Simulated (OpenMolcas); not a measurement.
# Br³⁺: CASSCF and CASPT2 terms and fine-structure levels

Which level of Br³⁺ lies lowest, and where do the others fall? The reference wave functions come first, then spin-orbit coupling, then second-order correlation under several settings.

The numbers are computed with OpenMolcas 26.06 (state-averaged CASSCF and CASPT2, spin-orbit coupling by RASSI with atomic mean-field integrals), except any that are marked as measured or tabulated.

## (1) What is computed

```
Species                           : Br³⁺ (bromine, Z = 35, 32 electrons)
Basis                             : ANO-R2 [6s5p4d2f1g], 64 functions
Scalar Hamiltonian                : X2C, finite nucleus
Inactive shells                   : 1s 2s 2p 3s 3p 3d 4s
Active space                      : 2 electrons in 3 orbitals (4p)
Some configurations of this space : 4s2 4p2
Orbitals                          : optimised for each spin and parity, averaged over all roots
```

Outer shells as boxes (Hund's rule):

4s2 4p2
```
4s [↑↓]
4p [↑ ][↑ ][  ]
```

Each step is its own input file, run in one work folder so that later steps find the files of earlier ones. Labels, J, g values, rates, χT and fits are worked out afterwards by a script from the matrices that RASSI stores.

## (2) Basis and integrals

Contents of a.inp:

```
&GATEWAY
Coord
1

Br 0.0 0.0 0.0
Basis=ANO-R2
Group=XYZ
NoMove
AngMom=0.0 0.0 0.0
AMFI
&SEWARD
```

Started as:

```bash
$ OMP_NUM_THREADS=1 MOLCAS_MEM=1689 MOLCAS_PROJECT=a pymolcas a.inp > a.log
```

## (3) Reference wave functions, triplets of even parity, 3 roots

Contents of a.inp:

```
&RASSCF
FileOrb=start.orb
Symmetry=1
Spin=3
nActEl=2 0 0
Inactive=9 6
Ras2=0 3
CIRoot=3 3 1
SDav=3
CIMx=300
Iter=120 100
PrWF=0.3
OrbListing=Nothing
MaxOrb=0
Atom
>>> COPY $Project.JobIph JOB001
```

start.orb holds the contracted functions of the basis, ordered by shell, or the orbitals of the step before.

## (4) CASSCF: singlets of even parity, 6 roots

Contents of a.inp:

```
&RASSCF
FileOrb=start.orb
Symmetry=1
Spin=1
nActEl=2 0 0
Inactive=9 6
Ras2=0 3
CIRoot=6 6 1
SDav=6
CIMx=300
Iter=120 100
PrWF=0.3
OrbListing=Nothing
MaxOrb=0
Atom
>>> COPY $Project.JobIph JOB002
```

## (5) RASSI: spin-orbit coupling between the states

Contents of a.inp:

```
&RASSI
NrOfJobIphs=2 3 6
1 2 3
1 2 3 4 5 6
IphNames
JOB001
JOB002
EJob
SpinOrbit
DIPRint=1.0
SOCoupling=1000.0
Subsets=2
MEES
Property=10
'ANGMOM' 1 'ANGMOM' 2 'ANGMOM' 3 'MLTPL  1' 1 'MLTPL  1' 2 'MLTPL  1' 3
'AMFI' 1 'AMFI' 2 'AMFI' 3 'MLTPL  2' 6
SOProperty=3
'ANGMOM' 1 'ANGMOM' 2 'ANGMOM' 3
```

## (6) CASPT2: IPEA 0.25, imaginary shift 0.1 (closed shells correlated: 3d 4s)

Contents of a.inp:

```
>>> COPY JOB001 $Project.JobIph
&CASPT2
Multistate=3 1 2 3
Frozen=3 6
IPEA=0.25
Imaginary=0.1
MaxIter=60
WThr=0.0 0.3 0.05
PrWF=0.5
NoMix
>>> COPY JOB002 $Project.JobIph
&CASPT2
Multistate=6 1 2 3 4 5 6
Frozen=3 6
IPEA=0.25
Imaginary=0.1
MaxIter=60
WThr=0.0 0.3 0.05
PrWF=0.5
NoMix
```

## (7) CASPT2: IPEA 0.25, real shift 0.2 (closed shells correlated: 3d 4s)

a.inp, as its differences from that of step 6:

```diff
@@ -5,3 +5,3 @@
 IPEA=0.25
-Imaginary=0.1
+Shift=0.2
 MaxIter=60
@@ -15,3 +15,3 @@
 IPEA=0.25
-Imaginary=0.1
+Shift=0.2
 MaxIter=60
```

(Steps that only read results are left out.)

**Question.** What will these runs give? Wanted: lowest level; first excited level; lowest level of another term; spin-orbit lowering of the lowest level; strongest of the lines computed, by gA.

The runs gave:

| quantity | value |
| --- | --- |
| method | SS-CASPT2, IPEA 0.25, imaginary shift 0.1 (closed shells correlated: 3d 4s) |
| lowest level | 4s2 4p2 3P0, 98 % of that term |
| ground level listed by NIST | 3P0 |
| first excited level | 4s2 4p2 3P1 at 2330 cm-1 |
| lowest level of another term | 4s2 4p2 1D2 at 15830 cm-1 |
| spin-orbit lowering of the lowest level | 3989 cm-1 |
| strongest of the lines computed, by gA (one parity, so forbidden lines), at SS-CASPT2 energies | 4s2 4p2 1S0 → 4s2 4p2 3P1, 318.9 nm, A = 3.30e+01 s⁻¹ |

What each method costs and misses:

```
                                              method  time of its own steps  time with the reference  mean absolute difference from method B (cm-1)
                                           A. CASSCF                  1.8 s                    1.8 s                                           1800
B. SS-CASPT2, IPEA 0.25, imaginary shift 0.1, +3d 4s                 0.88 s                    2.7 s                                              0
     C. SS-CASPT2, IPEA 0.25, real shift 0.2, +3d 4s                 0.88 s                    2.7 s                                             17
```

Times are of one thread on a shared host.

In words: The multiplet 3P is regular; its intervals divided by the larger J differ by 50 % of their mean, where Landé's rule for pure LS coupling makes them equal. Second-order correlation (method B) scales the levels of the lowest configuration above 5000 cm⁻¹ by 0.85 to 1.00. Only the configurations of the active space and the roots asked for are present. CASPT2 does not keep the components of a term degenerate, and the means are used. With the s shell closed, the highest p terms come out too high. Levels of other configurations are missing from the list.
